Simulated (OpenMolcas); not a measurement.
# Ce³⁺ in Cs2NaYF6: CASSCF and CASPT2 levels and susceptibility

Which state of Ce³⁺ lies lowest among these ligands, how large is the field, and what χT follows?

The numbers are computed with OpenMolcas 26.06 (state-averaged CASSCF and CASPT2, spin-orbit coupling by RASSI with atomic mean-field integrals), except any that are marked as measured or tabulated.

**1. The atom as given**

- Species: Ce³⁺ (cerium, Z = 58, 55 electrons)
- Basis: ANO-RCC-VDZP [7s6p4d2f1g], 176 functions with the ligands
- Scalar Hamiltonian: DKH2, point nucleus
- Inactive shells: 1s 2s 2p 3s 3p 3d 4s 4p 4d 5s 5p of the metal, and all ligand shells
- Active space: 1 electron in 7 orbitals (4f)
- Some configurations of this space: 4f
- Orbitals: optimised for the highest spin of each parity, averaged over all roots

The outer shells:

4f
```
4f [↑ ][  ][  ][  ][  ][  ][  ]
```

Ce³⁺ is taken with its 6 nearest fluoride ions at 2.37 Å, on the cation site of Cs2NaYF6 (a = 9.075 Å). The rest of the host is ab initio model potentials to 7.6 Å, with orthogonalisation functions on the cations behind the ligands, and point charges beyond; the distance is set by hand, nothing relaxes, and no local charge compensation is placed. Ligand basis ANO-RCC-VDZP.

```xyz
15

Ce    0.0000    0.0000    0.0000
F     2.3700    0.0000    0.0000
F     0.0000    2.3700    0.0000
F    -2.3700    0.0000    0.0000
F     0.0000   -2.3700    0.0000
F     0.0000    0.0000    2.3700
F     0.0000    0.0000   -2.3700
Cs    2.2687   -2.2687   -2.2687
Cs   -2.2687    2.2687    2.2687
Cs    2.2687   -2.2687    2.2687
Cs   -2.2687    2.2687   -2.2687
Cs    2.2687    2.2687   -2.2687
Cs   -2.2687   -2.2687    2.2687
Cs    2.2687    2.2687    2.2687
Cs   -2.2687   -2.2687   -2.2687
```

Each step is its own input file, run in one work folder so that later steps find the files of earlier ones. Labels, J, g values, rates, χT and fits are worked out afterwards by a script from the matrices that RASSI stores.

**2. Basis and integrals**

a.inp

```
&GATEWAY
Basis set
Ce.ANO-RCC-VDZP.
Ce1 0.0 0.0 0.0 Angstrom
End of basis
Basis set
F.ANO-RCC-VDZP.
L1 2.370000 0.000000 0.000000 Angstrom
L2 0.000000 2.370000 0.000000 Angstrom
L3 0.000000 0.000000 2.370000 Angstrom
End of basis
Basis set
Na.EMB-AIMP.Ruiperez.7s4p.1s1p.ECP.Cs2NaYF6.
PseudoCharge
* 3 symmetry-unique lattice sites within 7.6 angstrom
End of basis
Basis set
Cs.EMB-AIMP.Ruiperez.0s.0s.ECP.Cs2NaYF6.
PseudoCharge
* 16 symmetry-unique lattice sites within 7.6 angstrom
End of basis
Basis set
F.EMB-AIMP.Ruiperez.0s.0s.ECP.Cs2NaYF6.
PseudoCharge
* 27 symmetry-unique lattice sites within 7.6 angstrom
End of basis
Basis set
Y.EMB-AIMP.Ruiperez.0s.0s.ECP.Cs2NaYF6.
PseudoCharge
* 6 symmetry-unique lattice sites within 7.6 angstrom
End of basis
Symmetry
XYZ
AngMom=0.0 0.0 0.0
AMFI
RICD
XField
1537 Angstrom 0
* Evjen-weighted lattice charges
&SEWARD
```

The run is started by

```
OMP_NUM_THREADS=1 MOLCAS_MEM=2457 MOLCAS_PROJECT=a pymolcas a.inp > a.log
```

**3. CASSCF: doublets, 7 roots**

a.inp

```
&RASSCF
FileOrb=start.orb
Symmetry=2
Spin=2
nActEl=1 0 0
Inactive=30 27
Ras2=0 7
CIRoot=7 7 1
SDav=7
CIMx=300
Iter=150 100
PrWF=0.3
OrbListing=Nothing
MaxOrb=1
LevShft=1.0
>>> COPY $Project.JobIph JOB001
```

start.orb holds start orbitals that the driver prepared beforehand, or those of the step before.

**4. RASSI: spin-orbit coupling between the states**

a.inp

```
&RASSI
NrOfJobIphs=1 7
1 2 3 4 5 6 7
IphNames
JOB001
EJob
SpinOrbit
DIPRint=1.0
SOCoupling=1000.0
Subsets=2
Property=9
'ANGMOM' 1 'ANGMOM' 2 'ANGMOM' 3 'MLTPL  1' 1 'MLTPL  1' 2 'MLTPL  1' 3
'AMFI' 1 'AMFI' 2 'AMFI' 3
SOProperty=3
'ANGMOM' 1 'ANGMOM' 2 'ANGMOM' 3
```

**5. CASPT2: IPEA 0.25, imaginary shift 0.1 (closed shells correlated: 5s 5p of the metal, with ligand shells; the Frozen line counts the rest)**

a.inp

```
>>> COPY JOB001 $Project.JobIph
&CASPT2
Multistate=7 1 2 3 4 5 6 7
NoMult
Frozen=17 12
IPEA=0.25
Imaginary=0.1
MaxIter=60
WThr=0.0 0.3 0.05
PrWF=0.5
NoMix
```

(Steps that only read results are left out.)

Before running it: what results should come out? Wanted: spin-free ground state; first state of the same spin within the active space; lowest level; next level.

The runs gave:

```
                                            quantity                                                                                                                                          value
                                              method  SS-CASPT2, IPEA 0.25, imaginary shift 0.1 (closed shells correlated: 5s 5p of the metal, with ligand shells; the Frozen line counts the rest)
                              spin-free ground state                                                                                                                2A2, 1-fold in its orbital part
first state of the same spin within the active space                                                                                                                                2T2 at 416 cm⁻¹
                                        lowest level                                                                                                                2-fold Γ7, g = 1.27, 1.27, 1.27
                                          next level                                                                                                                                     890.1 cm⁻¹
                                         χT at 300 K                                                                                                                                 0.43 cm³ K/mol
                           effective moment at 300 K                                                                                                                                        1.85 μB
```

Cost by method:

| method | time of its own steps | time with the reference |
| --- | --- | --- |
| A. CASSCF | 28 s | 28 s |
| B. SS-CASPT2, IPEA 0.25, imaginary shift 0.1, +5s 5p | 70 s | 98 s |

Times are of one thread on a shared host.

The spin-free ground state (2A2) comes to 100 % from free-ion F terms and keeps the highest spin of the shell. CASPT2 does not keep the components of a term degenerate, and the means are used.
